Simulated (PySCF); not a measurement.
# C6H9FO2: the cost of one run

Computed with PySCF 2.14.0 and routines of our own; the level stands in each step. Atoms count from 0.

## 1. The system as given

18 atoms, charge 0, multiplicity 1; geometry from: GFN2-xTB.

## 2. Magnetic properties: GIAO B3LYP/pcSseg-1

The job: settings as JSON, then the geometry in Å.

```
{"job": {"kind": "mag", "xc": "B3LYP", "basis": "pcSseg-1", "isotopologues": 0}, "charge": 0, "multiplicity": 1}
C     -2.040065     0.134045     1.106594
C     -0.839232    -0.196418     0.230109
C     -1.189926    -0.135563    -1.253557
O      0.164818     0.772450     0.570101
C      1.418386     0.552360     0.025770
C      1.829408     1.250455    -1.002411
O      2.248014     1.916195    -1.857797
C      2.273917    -0.557583     0.580165
F      2.099595    -1.735311    -0.125132
H     -1.757342     0.101546     2.155191
H     -2.396003     1.134408     0.875650
H     -2.837742    -0.581416     0.929772
H     -0.467479    -1.202747     0.473833
H     -2.005056    -0.820794    -1.467839
H     -0.333222    -0.417734    -1.862186
H     -1.493801     0.874187    -1.520887
H      3.338947    -0.318938     0.518064
H      1.978025    -0.762825     1.612902
```

Method: GIAO B3LYP/pcSseg-1 magnetisability, rotational g tensor and spin-rotation constants, non-relativistic, gas phase.

On the command line:

```
$ OMP_NUM_THREADS=1 python excited_run.py task.json out
```

The driver reads the jobs from task.json and runs them one after another.

**Question.** How long does this first job take on 1 thread of Arm Neoverse N1, shared host, and how much memory does it need?

About 67 s, with a peak of 0.95 GiB.
